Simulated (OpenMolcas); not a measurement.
**CH3F2Si (SMILES C[Si](F)F) at 6 levels**

We compute a comparison of 6 runs (UHF/6-311+G**, UB3LYP/6-31G*, U-r2SCAN/6-311+G**, U-revPBE/6-311+G**, UBHLYP/6-311+G**, UBLYP/6-311+G**) of CH3F2Si. 

Program for the calculation: OpenMolcas 26.06.

## Step 1: Starting point

CH3F2Si: 7 atoms, total charge 0, spin state doublet. As SMILES, `C[Si](F)F`. One bond was lengthened or shortened from a relaxed shape.

Bond lengths: C1–Si2 2.139 Å, Si2–F3 1.598 Å, Si2–F4 1.598 Å, C1–H5 1.091 Å, C1–H6 1.091 Å, C1–H7 1.094 Å. Angles: C1–Si2–F3 108.7°, C1–Si2–F4 108.7°, F3–Si2–F4 106.1°, Si2–C1–H5 110.5°, Si2–C1–H6 110.5°, Si2–C1–H7 108.7°, H5–C1–H6 109.0°, H5–C1–H7 109.0°, H6–C1–H7 109.0°.

## Step 2: A single-point energy at UHF/6-311+G(d,p) (run 1)

run.inp

```
* CH3F2Si Hartree-Fock

&GATEWAY
 BASLIB=$CurrDir
 COORD
 7
 angstrom
 C       -0.433116       0.956941      -0.243878
 Si       0.785100      -0.790400      -0.045500
 F        1.077400      -1.037600       1.505800
 F       -0.050900      -2.056800      -0.546000
 H       -0.698116       1.121741      -1.289378
 H        0.093784       1.835641       0.131422
 H       -1.348716       0.814241       0.338322
 BASIS=6-311pGss
 GROUP=NoSym

&SEWARD

&SCF
 UHF
 SPIN=2
 THRESHOLDS=1e-10 1e-07 1e-07 1e-05
 PRORBITALS=1
```

The basis set 6-311+G** is read from a file made from the Basis Set Exchange's data (not shown).

The run is started by

```bash
$ export MOLCAS_MEM=1860
$ pymolcas run.inp > run.log
```

Standard output:

```text
--- Start Module: gateway ---
[...]
--- Stop Module: gateway /rc=_RC_ALL_IS_WELL_ ---
--- Start Module: seward ---
[...]
      Basis functions          114
--- Stop Module: seward /rc=_RC_ALL_IS_WELL_ ---
[...]
--- Start Module: scf ---
[...]
       Convergence after  17 Iterations
[...]
::    Total SCF energy                               -527.5773346181
[...]
      Total spin, S                                     0.5070759634
[...]
      Dipole Moment (debye):
      Origin of the operator (angstrom)=    0.4235   -0.8101    0.1631
                   X=  2.0974E-01               Y=  2.0406E+00               Z= -1.1287E+00           Total=  2.3414E+00
      Quadrupole Moment (debye*angstrom):
[...]
--- Stop Module: scf /rc=_RC_ALL_IS_WELL_ ---
[...]
```

Run time: 17 s. Hardware: 1 thread of Intel Xeon Platinum 8375C at 2.90GHz (Ice Lake), shared host; peak memory 0.69 GiB.

## Step 3: The energy at UB3LYP/6-31G(d) (Cartesian functions) (run 2)

calc.inp

```
>>> EXPORT MOLCAS_PRINT=2

&GATEWAY
  BASLIB=$CurrDir
  COORD
  7
  angstrom
  C       -0.433116       0.956941      -0.243878
  Si       0.785100      -0.790400      -0.045500
  F        1.077400      -1.037600       1.505800
  F       -0.050900      -2.056800      -0.546000
  H       -0.698116       1.121741      -1.289378
  H        0.093784       1.835641       0.131422
  H       -1.348716       0.814241       0.338322
  BASIS=6-31Gs
  GROUP=NoSym

&SEWARD
  GRIDINPUT
  Grid=UltraFine
  End of Grid

&SCF
  UHF
  SPIN=2
  KSDFT=B3LYP
  THRESHOLDS=1e-10 1e-07 1e-07 1e-05
  PRORBITALS=0
```

The basis set 6-31G* is read from a file made from the Basis Set Exchange's data (not shown).

The run is started by

```bash
$ export MOLCAS_MEM=1860
$ pymolcas calc.inp > calc.log
```

Standard output:

```text
--- Start Module: gateway ---
[...]
--- Stop Module: gateway /rc=_RC_ALL_IS_WELL_ ---
--- Start Module: seward ---
[...]
      Basis functions           70
--- Stop Module: seward /rc=_RC_ALL_IS_WELL_ ---
[...]
--- Start Module: scf ---
[...]
       Convergence after  18 Iterations
[...]
::    Total KS-DFT energy                            -529.1529811973
[...]
      Total spin, S                                     0.5016639112
[...]
      Total electronic charge=   41.000000
      Total            charge=   -0.000000
[...]
      Dipole Moment (debye):
      Origin of the operator (angstrom)=    0.4235   -0.8101    0.1631
                   X= -9.0711E-02               Y=  1.5654E+00               Z= -7.2746E-01           Total=  1.7286E+00
      Quadrupole Moment (debye*angstrom):
[...]
--- Stop Module: scf /rc=_RC_ALL_IS_WELL_ ---
[...]
```

Run time: 26 s. Hardware: 1 thread of Intel Xeon Platinum 8375C at 2.90GHz (Ice Lake), shared host; peak memory 0.42 GiB.

## Step 4: A single-point energy at U-r2SCAN/6-311+G(d,p) (run 3)

mol.input

```
&GATEWAY
  BasLib
  $CurrDir
  Coord
  7
  bohr
  C     -0.81847062     1.80835641    -0.46086263
  Si     1.48362398    -1.49363953    -0.08598254
  F      2.03599093    -1.96077983     2.84554960
  F     -0.09618706    -3.88678869    -1.03179046
  H     -1.31924804     2.11978327    -2.43657129
  H      0.17722607     3.46885875     0.24835159
  H     -2.54870386     1.53869249     0.63933592
  Basis
  6-311pGss
  Group
  NoSym

&SEWARD
  GridInput
  Grid=UltraFine
  End of Grid

&SCF
  UHF
  Spin
  2
  KSDFT
  2
  1.0 MGGA_X_R2SCAN
  1.0 MGGA_C_R2SCAN
  Thresholds
  1e-10 1e-07 1e-07 1e-05
  PrOrbitals
  1 1
```

The basis set 6-311+G** is read from a file made from the Basis Set Exchange's data (not shown).

The run is started by

```bash
$ export MOLCAS_MEM=1860
$ pymolcas mol.input > mol.log
```

Standard output:

```text
--- Start Module: gateway ---
[...]
--- Stop Module: gateway /rc=_RC_ALL_IS_WELL_ ---
--- Start Module: seward ---
[...]
      Basis functions          114
--- Stop Module: seward /rc=_RC_ALL_IS_WELL_ ---
[...]
--- Start Module: scf ---
[...]
       Convergence after  16 Iterations
[...]
::    Total KS-DFT energy                            -529.1066677539
[...]
      Total spin, S                                     0.5022530430
[...]
      Total electronic charge=   41.000000
      Total            charge=   -0.000000
[...]
      Dipole Moment (debye):
      Origin of the operator (angstrom)=    0.4235   -0.8101    0.1631
                   X= -3.6948E-02               Y=  1.7862E+00               Z= -8.6674E-01           Total=  1.9858E+00
      Quadrupole Moment (debye*angstrom):
[...]
--- Stop Module: scf /rc=_RC_ALL_IS_WELL_ ---
[...]
```

Run time: 68 s. Hardware: 1 thread of Intel Xeon Platinum 8375C at 2.90GHz (Ice Lake), shared host; peak memory 0.69 GiB.

Runs 4 to 5 aren't shown in full; the table further down has their settings and results.

## Step 5: A single-point energy at UBLYP/6-311+G(d,p) (run 6)

test.input

```
&GATEWAY
BasLib=$CurrDir
Coord
7
bohr
C     -0.81847062     1.80835641    -0.46086263
Si     1.48362398    -1.49363953    -0.08598254
F      2.03599093    -1.96077983     2.84554960
F     -0.09618706    -3.88678869    -1.03179046
H     -1.31924804     2.11978327    -2.43657129
H      0.17722607     3.46885875     0.24835159
H     -2.54870386     1.53869249     0.63933592
Basis=6-311pGss
Group=NoSym
&SEWARD
GridInput
Grid=UltraFine
End of Grid
&SCF
UHF
Spin=2
KSDFT=BLYP
Thresholds=1e-10 1e-07 1e-07 1e-05
PrOrbitals=1 2
```

The basis set 6-311+G** is read from a file made from the Basis Set Exchange's data (not shown).

The run is started by

```bash
$ export MOLCAS_MEM=1860
$ pymolcas test.input > test.log
```

Standard output:

```text
--- Start Module: gateway ---
[...]
--- Stop Module: gateway /rc=_RC_ALL_IS_WELL_ ---
--- Start Module: seward ---
[...]
      Basis functions          114
--- Stop Module: seward /rc=_RC_ALL_IS_WELL_ ---
[...]
--- Start Module: scf ---
[...]
       Convergence after  17 Iterations
[...]
::    Total KS-DFT energy                            -529.2080202528
[...]
      Total spin, S                                     0.5010493905
[...]
      Total electronic charge=   41.000000
      Total            charge=   -0.000000
[...]
      Dipole Moment (debye):
      Origin of the operator (angstrom)=    0.4235   -0.8101    0.1631
                   X= -1.0021E-01               Y=  1.8004E+00               Z= -8.3900E-01           Total=  1.9888E+00
      Quadrupole Moment (debye*angstrom):
[...]
--- Stop Module: scf /rc=_RC_ALL_IS_WELL_ ---
[...]
```

Wall time 49 s (1 thread of Intel Xeon Platinum 8375C at 2.90GHz (Ice Lake), shared host); peak memory 0.69 GiB.

## Step 6: All runs side by side

| run | level | Cartesian functions | integration grid | energy (Eh) | dipole moment (D) | HOMO energy (eV) | LUMO energy (eV) | wall time |
| --- | --- | --- | --- | --- | --- | --- | --- | --- |
| 1 | UHF/6-311+G** | no | – | -527.577335 | 2.34 | -9.99 | 0.42 | 17 s |
| 2 | UB3LYP/6-31G* (Cartesian functions) | yes | UltraFine | -529.152981 | 1.73 | -6.07 | -2.99 | 26 s |
| 3 | U-r2SCAN/6-311+G** | no | UltraFine | -529.106668 | 1.99 | -5.94 | -3.45 | 68 s |
| 4 | U-revPBE/6-311+G** | no | UltraFine | -529.096812 | 1.93 | -5.54 | -3.79 | 47 s |
| 5 | UBHLYP/6-311+G** | no | UltraFine | -529.138483 | 2.24 | -7.89 | -2.28 | 47 s |
| 6 | UBLYP/6-311+G** | no | UltraFine | -529.208020 | 1.99 | -5.38 | -4.00 | 49 s |

## Step 7: What came out

| quantity | value |
| --- | --- |
| run 6: total energy | -529.20802 Eh |
| run 6: dipole moment | 1.99 D |
| run 6: HOMO energy (highest over α and β) | -5.38 eV |
| run 6: LUMO energy (lowest over α and β) | -4.00 eV |
| run 6: ⟨S²⟩ | 0.752 |

In words: The dipole moment (its size) runs from 1.73 D (UB3LYP/6-31G*) to 2.34 D (UHF/6-311+G**). The two ends differ in method and basis. Totals of different functionals can't be ranked against each other. All runs together took 4.3 min, the longest 68 s.
